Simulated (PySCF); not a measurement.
# Br4V ([VBr4]2-): the cost of one run

Computed with PySCF 2.14.0 and routines of our own; the level stands in each step. Atoms count from 0.

### Step 1. The starting structure

5 atoms, charge -2, states of the metal's open shell are computed; geometry from: model geometry, bond lengths from ionic radii.

### Step 2. Ligand-field states: state-averaged CASSCF in water

What the job is given:

```
{"job": {"kind": "lf", "basis": {"metal": "x2c-TZVPall", "ligand": "x2c-SVPall"}, "nevpt": true, "solvent": "water"}, "charge": -2, "metal": "V", "open_shell": "d3"}
V      0.000000     0.000000     0.000000
Br     1.460696     1.460696     1.460697
Br    -1.460696    -1.460696     1.460697
Br    -1.460696     1.460696    -1.460697
Br     1.460696    -1.460696    -1.460697
```

Method: state-averaged CASSCF of the metal d shell, SC-NEVPT2 on the averaged canonical orbitals, state-interaction spin-orbit coupling.

The run is started by

```bash
$ OMP_NUM_THREADS=1 python lf_run.py task.json out
```

This one command runs all jobs of the session in turn.

**Question.** How long does this first job take on 1 thread of Arm Neoverse N1, shared host, and how much memory does it need?

About 66 s, with a peak of 0.52 GiB.
